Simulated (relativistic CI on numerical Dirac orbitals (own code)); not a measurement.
**Ions of strontium: ground levels and radial parameters**

Each member is run with a single configuration, to see the trend of ground level, magnetic moment, spin-orbit coupling and shell size.

The numbers are computed with relativistic CI on numerical Dirac orbitals (own code) version 3 (Dirac-Coulomb-Breit CI, KLI orbitals optimised for each configuration, model QED (radiative potential, 1s self-energy scaled to tabulated hydrogen-like ionisation energies), valence Slater integrals scaled by 0.9), except any that are marked as measured or tabulated.

**1. Starting point**

- members: Sr¹⁶⁺ [Ar] 3d4, Sr¹⁷⁺ [Ar] 3d3, Sr¹⁸⁺ [Ar] 3d2, Sr¹⁹⁺ [Ar] 3d, Sr²¹⁺ [Ne] 3s2 3p5, Sr²²⁺ [Ne] 3s2 3p4, Sr²³⁺ [Ne] 3s2 3p3
- Slater scale: 0.9

**2. Sr¹⁶⁺, [Ar] 3d4**

Settings of the run:

```ini
atom Sr  Z=38  charge=16  electrons=22
nucleus A=88  rms_radius_fm=4.2240
hamiltonian dirac-coulomb  breit=on  qed=on  c_scale=1
orbitals kli  potential=per-configuration
slater_scale 0.9
correlation none
mixing on
configurations
  [Ar] 3d4
end
```

On the command line:

```
python run_levels.py task.json out
```

task.json lists these runs, among others, and the program works through them in turn.

**3. Sr¹⁷⁺, [Ar] 3d3**

Changes to the settings of step 2:

```diff
@@ -1,2 +1,2 @@
-atom Sr  Z=38  charge=16  electrons=22
+atom Sr  Z=38  charge=17  electrons=21
 nucleus A=88  rms_radius_fm=4.2240
@@ -8,3 +8,3 @@
 configurations
-  [Ar] 3d4
+  [Ar] 3d3
 end
```

**4. Sr¹⁸⁺, [Ar] 3d2**

Changes to the settings of step 3:

```diff
@@ -1,2 +1,2 @@
-atom Sr  Z=38  charge=17  electrons=21
+atom Sr  Z=38  charge=18  electrons=20
 nucleus A=88  rms_radius_fm=4.2240
@@ -8,3 +8,3 @@
 configurations
-  [Ar] 3d3
+  [Ar] 3d2
 end
```

**5. Sr¹⁹⁺, [Ar] 3d**

Changes to the settings of step 4:

```diff
@@ -1,2 +1,2 @@
-atom Sr  Z=38  charge=18  electrons=20
+atom Sr  Z=38  charge=19  electrons=19
 nucleus A=88  rms_radius_fm=4.2240
@@ -8,3 +8,3 @@
 configurations
-  [Ar] 3d2
+  [Ar] 3d
 end
```

**6. Sr²¹⁺, [Ne] 3s2 3p5**

Changes to the settings of step 5:

```diff
@@ -1,2 +1,2 @@
-atom Sr  Z=38  charge=19  electrons=19
+atom Sr  Z=38  charge=21  electrons=17
 nucleus A=88  rms_radius_fm=4.2240
@@ -8,3 +8,3 @@
 configurations
-  [Ar] 3d
+  [Ne] 3s2 3p5
 end
```

**7. Sr²²⁺, [Ne] 3s2 3p4**

Settings of the run:

```ini
atom Sr  Z=38  charge=22  electrons=16
nucleus A=88  rms_radius_fm=4.2240
hamiltonian dirac-coulomb  breit=on  qed=on  c_scale=1
orbitals kli  potential=per-configuration
slater_scale 0.9
correlation none
mixing on
configurations
  [Ne] 3s2 3p4
end
```

**8. Sr²³⁺, [Ne] 3s2 3p3**

Settings of the run:

```ini
atom Sr  Z=38  charge=23  electrons=15
nucleus A=88  rms_radius_fm=4.2240
hamiltonian dirac-coulomb  breit=on  qed=on  c_scale=1
orbitals kli  potential=per-configuration
slater_scale 0.9
correlation none
mixing on
configurations
  [Ne] 3s2 3p3
end
```

(Steps that only read results are left out.)

Q: Predict the outcome of this session. Wanted: lowest levels; largest moment; ζ, first and last; <r>, first and last.

As calculated:

| quantity | value |
| --- | --- |
| lowest levels | Sr¹⁶⁺ 5D0, Sr¹⁷⁺ 4F3/2, Sr¹⁸⁺ 3F2, Sr¹⁹⁺ 2D3/2, Sr²¹⁺ 2P°3/2, Sr²²⁺ 3P2, Sr²³⁺ 4S°3/2 |
| largest moment | 3.44 μB (Sr²²⁺) |
| ζ, first and last | 3d 7380, 3p 81000 cm⁻¹ |
| <r>, first and last | 3d 0.423, 3p 0.418 bohr |

**Reading.** The open shell changes along the series (3d, 3p), so ζ and <r> compare only within one shell. The largest moment belongs to Sr²²⁺. For Sr²³⁺ the LS label holds under 70 % of the lowest level: spin-orbit coupling mixes terms.
